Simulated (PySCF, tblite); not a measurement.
**H10OSSi4: geometry, infrared bands and NMR shifts**

Aim: predict the infrared bands and NMR shifts of H10OSSi4 (`[SiH3]O[SiH2][SiH2]S[SiH3]`).

The runs use tblite 0.8.0 and PySCF 2.14.0, with density-fitted response routines of our own; the level of theory stands in each step. All values are computed, except where a source is named. Atoms count from 0, in the outputs and in this text.

### 1 The starting structure

16 atoms, charge 0, multiplicity 1; geometry from: force field or distance geometry start.

Bonds of the start (Å): Si0–O1 1.72, O1–Si2 1.75, Si2–Si3 2.22, Si3–S4 2.13, S4–Si5 2.15, Si0–H6 1.48, Si0–H7 1.46, Si0–H8 1.47, Si2–H9 1.47, Si2–H10 1.48, Si3–H11 1.47, Si3–H12 1.48, Si5–H13 1.47, Si5–H14 1.48, Si5–H15 1.47.

### 2 Relaxing the molecule with GFN2-xTB

What the job is given:

```
{"job": {"kind": "relax", "xc": "GFN2-xTB", "basis": "xTB"}, "charge": 0, "multiplicity": 1}
Si    -3.103100     0.248000     0.274900
O     -2.522300    -1.208200    -0.426800
Si    -1.122400    -1.665000     0.517200
Si     0.473200    -0.241300    -0.070000
S      2.327600    -0.586600     0.924600
Si     3.622400     1.037000     0.357300
H     -4.566700     0.252700     0.056500
H     -2.731000     0.282700     1.689900
H     -2.523700     1.424400    -0.392000
H     -0.777400    -3.074700     0.315300
H     -1.518100    -1.566700     1.935900
H      0.640200    -0.379500    -1.524400
H      0.004500     1.112200     0.286000
H      3.876400     1.971600     1.459300
H      2.998400     1.847600    -0.716100
H      4.914500     0.554800    -0.164000
```

Launch:

```sh
$ OMP_NUM_THREADS=1 python probes_run.py task.json out
```

One launch serves the whole session: the jobs run in the order shown.

**Question.** This job is followed by: GFN2-xTB harmonic vibrations, gas phase; GIAO PBE0/pcSseg-1 NMR shielding, non-relativistic, gas phase. Predict these results of the whole session: strongest single infrared mode (GFN2-xTB); zero-point energy (GFN2-xTB); 1H shifts against TMS (PBE0/pcSseg-1, means over atoms taken as alike); 29Si shifts against TMS (PBE0/pcSseg-1); 17O shifts against H2O (PBE0/pcSseg-1); 33S shifts against CS2 (PBE0/pcSseg-1).

The runs gave:

```
                                                              quantity                           value
                             strongest single infrared mode (GFN2-xTB)           662 cm⁻¹, 1300 km/mol
                                          zero-point energy (GFN2-xTB)                   54.7 kcal/mol
1H shifts against TMS (PBE0/pcSseg-1, means over atoms taken as alike)      5.65, 5.05, 4.82, 4.63 ppm
                               29Si shifts against TMS (PBE0/pcSseg-1)  -30.0, -41.0, -52.6, -63.4 ppm
                                17O shifts against H2O (PBE0/pcSseg-1)                       -11.4 ppm
                                33S shifts against CS2 (PBE0/pcSseg-1)                        -369 ppm
```

What this shows: The optimisation took 155 steps and gained 1.131 eV; among the close pairs (by a distance rule), O1–Si2 changed most, from 1.749 to 1.624 Å. The lowest mode is slightly imaginary (13i cm⁻¹), a soft motion within the noise of the Hessian, so the minimum is not strictly shown. The strongest single mode, at 662 cm⁻¹, is carried by H11, H12, H9, H10. GFN2-xTB is a fitted tight-binding method: band positions and strengths are rough. Its intensities can rank the bands wrongly. At PBE0/pcSseg-1: The widest tensor belongs to O1: span 149 ppm, with a paramagnetic part of -51 ppm.
